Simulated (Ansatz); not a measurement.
**C₂H₇BGaNO: a ladder of functionals and wavefunction methods**

Aim: compute C₂H₇BGaNO with functionals from several rungs and with coupled cluster, and see how far each lands from CCSD(T) at the basis-set limit for the atomisation energy.

The runs use Ansatz 0.2.0, Gaussian basis; functionals in def2-TZVPP, the program's frozen cores in correlated methods.

Plan: LDA (SPW92), PBE-D4, revPBE-D4, BLYP-D4, r2SCAN-D4, B97M-V, PBE0-D4, B3LYP-D4, r2SCANh-D4, r2SCAN0-D4, HSE06-D4, BHLYP-D4, CAM-B3LYP-D4, LC-ωPBE, ωB97X-V, ωB97M-V, B2PLYP, PBE-QIDH; CCSD(T)/def2-SVP; CCSD(T)/def2-TZVPP; MP2/def2-QZVPP; extrapolation to the limit; RPA on PBE.

**1. The relaxed structure**

All runs share one geometry, relaxed beforehand with PBE0-D4 in a triple-zeta def2 set.

SMILES `[BH2][Ga]1[O]C[N]1C`, 13 atoms, charge 0, spin multiplicity 1.

Atoms are counted from 1 here; the program's logs count them from 0.

Bond lengths: B1–Ga2 2.058 Å, B1–H7 1.194 Å, B1–H8 1.193 Å, Ga2–O3 1.845 Å, Ga2–N5 1.835 Å, O3–C4 1.403 Å, C4–N5 1.448 Å, C4–H9 1.104 Å, C4–H10 1.104 Å, N5–C6 1.427 Å, C6–H11 1.091 Å, C6–H12 1.100 Å, C6–H13 1.100 Å. Angles: Ga2–B1–H7 120.6°, Ga2–B1–H8 120.8°, H7–B1–H8 118.6°, B1–Ga2–O3 138.7°, B1–Ga2–N5 146.3°, O3–Ga2–N5 75.0°, Ga2–O3–C4 91.2°, O3–C4–N5 103.5°, O3–C4–H9 110.9°, O3–C4–H10 110.9°, N5–C4–H9 111.8°, N5–C4–H10 111.8°, H9–C4–H10 107.8°, Ga2–N5–C4 90.2°, Ga2–N5–C6 148.2°, C4–N5–C6 121.6°, N5–C6–H11 110.1°, N5–C6–H12 112.1° and more.

**2. LDA**

This LDA is Slater exchange with PW92 correlation.

Contents of in.yaml:

```yaml
crystal:
  periodic: [false, false, false]
  atoms:
    - {symbol: B, position_ang: [-0.919120, -2.946953, -0.504207]}
    - {symbol: Ga, position_ang: [0.107624, -1.218489, -0.062214]}
    - {symbol: O, position_ang: [1.794690, -0.709872, 0.483771]}
    - {symbol: C, position_ang: [1.422364, 0.643031, 0.476720]}
    - {symbol: N, position_ang: [0.036243, 0.611089, 0.057756]}
    - {symbol: C, position_ang: [-0.730264, 1.806756, -0.079254]}
    - {symbol: H, position_ang: [-2.062307, -2.904054, -0.844796]}
    - {symbol: H, position_ang: [-0.386421, -4.011323, -0.425856]}
    - {symbol: H, position_ang: [1.537810, 1.088709, 1.480006]}
    - {symbol: H, position_ang: [2.050015, 1.220737, -0.223900]}
    - {symbol: H, position_ang: [-1.744571, 1.567675, -0.403684]}
    - {symbol: H, position_ang: [-0.807684, 2.359934, 0.867963]}
    - {symbol: H, position_ang: [-0.298368, 2.492720, -0.822295]}
basis:
  gaussian: {orbitals: def2-TZVPP}
hamiltonian: {xc: lda}
output: {orbitals: {seedname: orbitals}}
```

Launch:

```
$ ansatz run in.yaml --threads 2 --pin off --events-out ev --progress --plain --max-ram 22528MiB --backend cuda --devices 0, --max-vram 18GiB
```

Further steps of the session: PBE-D4 (GGA); revPBE-D4 (GGA); BLYP-D4 (GGA); r2SCAN-D4 (meta-GGA); B97M-V (meta-GGA); B3LYP-D4 (hybrid); r2SCANh-D4 (hybrid); r2SCAN0-D4 (hybrid); HSE06-D4 (hybrid); BHLYP-D4 (hybrid); CAM-B3LYP-D4 (range-separated); LC-ωPBE (range-separated); ωB97X-V (range-separated); ωB97M-V (range-separated); B2PLYP (double hybrid); PBE-QIDH (double hybrid); CCSD(T) in def2-SVP; CCSD(T) in def2-TZVPP; MP2 in def2-QZVPP; RPA on PBE orbitals.

**Question.** What will the summary of the whole plan be? Wanted: atomisation energy, CCSD(T)/CBS; farthest beyond LDA; mean size of error, GGA; mean size of error, meta-GGA; mean size of error, hybrid; mean size of error, range-separated; mean size of error, double hybrid; gap, smallest and largest; T1 diagnostic.

**Answer**, as computed:

| quantity | value |
| --- | --- |
| atomisation energy, CCSD(T)/CBS | 1114.7 kcal/mol |
| functionals within 11.1 kcal/mol (1.0 %) | revPBE-D4, BLYP-D4, r2SCAN-D4, B97M-V, PBE0-D4, B3LYP-D4, r2SCANh-D4, HSE06-D4, CAM-B3LYP-D4, LC-ωPBE, ωB97X-V, ωB97M-V, B2PLYP, PBE-QIDH |
| farthest beyond LDA | BHLYP-D4 (-37.4 kcal/mol) |
| mean size of error, GGA | 11.2 kcal/mol |
| mean size of error, meta-GGA | 4.9 kcal/mol |
| mean size of error, hybrid | 11.2 kcal/mol |
| mean size of error, range-separated | 3.7 kcal/mol |
| mean size of error, double hybrid | 7.3 kcal/mol |
| gap, smallest and largest | 1.40 eV (LDA (SPW92)), 7.80 eV (LC-ωPBE) |
| T1 diagnostic | 0.0188 |
| triples share of the correlation energy | 4.1 % |

**Reading.** LDA overbinds by 181.5 kcal/mol (16 %). PBE-D4 is off by +31.4 kcal/mol. Double hybrids carry the basis error of their MP2 part in triple zeta, and no dispersion term here, so their miss is partly the set-up's. The rungs range-separated, meta-GGA, double hybrid miss on average by less than the doubt on the reference (11.1 kcal/mol), so they tie. The reference freezes the cores and leaves out relativity and excitations past (T), and its outer-core shells are covered unevenly, so misses under about 11.1 kcal/mol can't be ranked. Hartree-Fock recovers 70 % of the binding; the rest is correlation. CCSD(T) in def2-SVP is off by -59.6 kcal/mol, so the small basis spoils what the method gains. Orbital gaps span 1.4 to 7.8 eV; exact exchange widens them. Correlated methods include outer-core shells of Ga, which these sets cover unevenly.
